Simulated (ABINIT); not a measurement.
Runs of ABINIT 10.8.3 (patched build) on CsLiCr2Te2S3. It takes space group R32 (No. 155, trigonal). Conventional cell: a = 6.639 Å, b = 6.639 Å, c = 20.639 Å, α = 90.00°, β = 90.00°, γ = 120.00°. Around Cs (site symmetry 32) lie 6 Te at 3.84 Å and 6 S at 4.04 Å and 2 Cr at 4.16 Å. Li (site symmetry 32) has 3 S at 2.41 Å as nearest neighbours. Cr (site symmetry 3) has 3 S at 2.24 Å and 1 Te at 2.45 Å as nearest neighbours. Te (site symmetry 3) has 1 Cr at 2.45 Å as nearest neighbours. S (site symmetry 2) is surrounded by 2 Cr at 2.24 Å and 1 Li at 2.41 Å. The cell was built by a generator and needn't be a form met in nature.

```csv
level,potentials or basis,spin,U,k mesh,cutoff (eV),fine-grid cutoff,double counting (usepawu),mesh quality,gap on the mesh (eV),pressure (GPa),moment (μB),largest force (eV/Å)
PBE,"Ansatz PAW PBE default generated set, frozen core","collinear, antiferromagnetic start",-,4 × 4 × 4,419,838.111 eV,-,not flagged,0.22,-0.4,(a),0.16
PBE+U,JTH PAW PBE v2.0,"collinear, ferromagnetic start",Cr d U = 0 eV,4 × 4 × 4,626,1224.51 eV,1,not flagged,none,0.0,4.00,0.07
PBE,JTH PAW PBE v2.0,"collinear, ferromagnetic start",-,5 × 5 × 5,626,1224.51 eV,-,not flagged,none,0.0,4.00,0.08
PBE,PseudoDojo NC SR PBE v0.4.1 standard,"collinear, ferromagnetic start",-,3 × 3 × 3,1279,-,-,coarse,none,0.3,4.01,(b)
PBE,JTH PAW PBE v2.0,"collinear, ferromagnetic start",-,3 × 3 × 3,626,1224.51 eV,-,coarse,none,0.0,4.01,0.08
```

Alike in all rows: task single point; cell as given; smearing fermi-dirac 0.05 eV.

**Question.** Estimate the missing entries.

**Answer.** (a) 0.00; (b) 0.14.

Caveats: some runs use coarse meshes; the atomic spheres overlap (some runs); spin-orbit coupling is left out, which moves the levels of the heavy elements (some runs).

A k mesh can miss the band edges, and the runs leave out spin-orbit coupling on Cs, Te.

A gap of «none» marks a metal or a gap under the smearing width.

The runs don't all hold the same shells in valence.
